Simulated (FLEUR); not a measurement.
Al3Au: equation of state with LDA

Al3Au:

```
Au Al
1.0
    -2.02533    2.02533    4.05660
     2.02533   -2.02533    4.05660
     2.02533    2.02533   -4.05660
Au Al
1 3
Direct
  0.00000 0.00000 0.00000
  0.50000 0.50000 0.00000
  0.25000 0.75000 0.50000
  0.75000 0.25000 0.50000
```

The cell comes from a database or a generator and needn't be the stable form of this composition.

```
Program                  : FLEUR MaX-R8.1 (later development tree)
Task                     : equation of state
Functional               : LDA
Potentials or basis      : all-electron
Basis                    : FLAPW
Kmax                     : 4.3 1/bohr
k mesh                   : 9 × 9 × 9
Occupations              : fermi-dirac, width 0.05 eV
Spin                     : no spin polarisation
Gmax                     : 13.3 1/bohr
Muffin-tin radii         : Au 2.58, Al 2.28 bohr
lmax                     : Au 10, Al 9
lnonsphr                 : Au 10, Al 9
Local orbitals a species : Au 5, Al 4
```

The equilibrium volume is 15.79 Å³/atom, the bulk modulus at fixed shape and positions is 108 GPa and the pressure derivative of the bulk modulus is 4.8 (rough: it moves with the points fitted).

Energy against volume, from the lowest point:
```csv
volume (Å³/atom),energy (meV/atom)
15.642,0.00
15.974,0.19
16.640,13.39
17.306,40.54
17.638,58.36
```

Caveat: the cell was scaled at fixed shape and fractional positions, which overstates the stiffness of a crystal with free parameters, most of all of layers and chains. Spin-orbit coupling is left out, which matters for the levels of Au.
